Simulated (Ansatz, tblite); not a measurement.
# BeCu$_{2}$SnS$_{4}$ with GFN1-xTB from a Python script

These are simulated results from tblite 0.8.0, not measurements. The cell was built from a prototype and was relaxed with r2SCAN in plane waves (Ansatz 0.2.0). It may be hypothetical. All runs are without spin polarisation.

The symmetry is I-42m (No. 121, tetragonal); conventional cell a = 5.230 Å, c = 10.713 Å, 18.32 Å³ an atom. Cu is surrounded by 4 S at 2.29 Å; Be is surrounded by 4 S at 2.14 Å; Sn is surrounded by 4 S at 2.44 Å; S is surrounded by 1 Be at 2.14 Å and 2 Cu at 2.29 Å and 1 Sn at 2.44 Å.

tblite solves periodic systems at the zone centre alone, so the script builds a cluster of 2×2×1 conventional cells (64 atoms), which folds in a coarse mesh of k points.

The script, run.py:

```python
import json
from ase import Atoms
from ase.build import make_supercell
from ase.units import Bohr, GPa, Hartree
from tblite.interface import Calculator

atoms = Atoms(['Cu', 'Cu', 'Be', 'Sn', 'S', 'S', 'S', 'S'],
              cell=[[-2.61509439, 2.61509439, 5.35634886], [2.61509439, -2.61509439, 5.35634886], [2.61509439, 2.61509439, -5.35634886]],
              scaled_positions=[[0.75, 0.25, 0.5], [0.25, 0.75, 0.5], [0.0, 0.0, 0.0], [0.5, 0.5, 0.0], [0.901214975, 0.901214975, 0.551433407], [0.098785025, 0.650218432, 0.0], [0.650218432, 0.098785025, 0.0], [0.349781568, 0.349781568, 0.448566593]],
              pbc=True)
cluster = make_supercell(atoms, [[0, 2, 2], [2, 0, 2], [1, 1, 0]])
calc = Calculator('GFN1-xTB', cluster.numbers, cluster.positions / Bohr, lattice=cluster.cell[:] / Bohr, periodic=cluster.pbc)
calc.set('temperature', 0.02 / Hartree)
calc.set('max-iter', 150)
res = calc.singlepoint()
levels = res.get('orbital-energies') * Hartree
nv = round(res.get('orbital-occupations').sum() / 2)
cells = len(cluster) // len(atoms)
out = {'energy_per_cell': res.get('energy') * Hartree / cells, 'homo': levels[nv - 1], 'lumo': levels[nv],
       'stress': (-res.get('virial') * Hartree / cluster.get_volume() / GPa).tolist(), 'charges': res.get('charges')[:len(atoms)].tolist(), 'electrons': 2 * nv / cells}
json.dump(out, open('results.json', 'w'))
for key, value in out.items():
    print(key, value)
```

Command: `python run.py`. It took 4.6 s on 1 thread of Arm Neoverse V1 (shared host), peak memory 0.13 GiB.

The log:

```
------------------------------------------------------------
  cycle        total energy    energy error   density error
------------------------------------------------------------
      1     -220.0561138404  -2.1989234E+02   7.4184508E-01
      2     -220.6968067293  -6.4069289E-01   4.2874225E-01
      3     -220.6781669019   1.8639827E-02   1.5281254E-01
      4     -220.7592419431  -8.1075041E-02   1.0321633E-02
      5     -220.7605548754  -1.3129323E-03   4.1781088E-03
      6     -220.7607844175  -2.2954206E-04   1.3652117E-03
      7     -220.7607158370   6.8580464E-05   2.2335146E-03
      8     -220.7608649688  -1.4913180E-04   1.0298366E-03
      9     -220.7608832424  -1.8273613E-05   2.6398439E-05
     10     -220.7608832569  -1.4508771E-08   1.4936721E-05
------------------------------------------------------------

 total:                                   3.812 sec
energy_per_cell -750.9012016731058
homo -9.88537636314933
lumo -9.885375528667334
stress [[2.5978516915519054, -2.4250891020701385e-06, -1.0513970069675703e-06], [-2.4250891018043184e-06, 2.597851691551954, -1.0513970065035204e-06], [-1.0513970070973796e-06, -1.0513970065398509e-06, 2.7318553839684614]]
charges [-0.10151120140812153, -0.10151120140811432, 0.4603436206724971, 0.363490439003493, -0.1551701367966463, -0.1552139789580956, -0.15521397895806702, -0.15521641104344833]
electrons 52.0
```

The cycle table is in hartree for the whole cluster, and the lines after it are in eV (the energy for one cell). The printed stress is in GPa and positive in compression, and the pressure is its mean diagonal.

GFN1-xTB gives no gap at the points read. On the same cell, plane-wave PBE (Ansatz, 8×8×8 k points and the special points) gives a gap of 0.10 eV and r2SCAN a gap of 0.34 eV; on shared hosts these took about 54 and 100 core-seconds on the 8-atom cell, against 4.6 for the script. Spin-orbit coupling, left out in all these runs, can cut or reorder the gap by tenths of an eV, up to about 1 eV with Pb or Bi.

The same script was run on cells scaled at fixed shape and fractional coordinates:

| volume (Å³/atom) | energy (meV/atom) | pressure (GPa, positive in compression) | gap (eV) |
| --- | --- | --- | --- |
| 16.12 | 136.1 | 18.95 | 0.00 |
| 17.22 | 40.4 | 9.49 | 0.00 |
| 18.32 | 0.0 | 2.64 | 0.00 |
| 19.41 | 0.0 | -2.37 | 0.00 |
| 20.51 | 29.5 | -6.03 | 0.00 |

A Birch-Murnaghan fit puts the minimum at 18.85 Å³/atom, 2.9 % above the given cell, with a bulk modulus of 85.9 GPa at fixed shape.

xTB was fitted mostly to molecules, and a small cluster samples few k points, so gaps, pressures and kinks along a curve can be far from a solid's.

Spin-orbit coupling is left out.
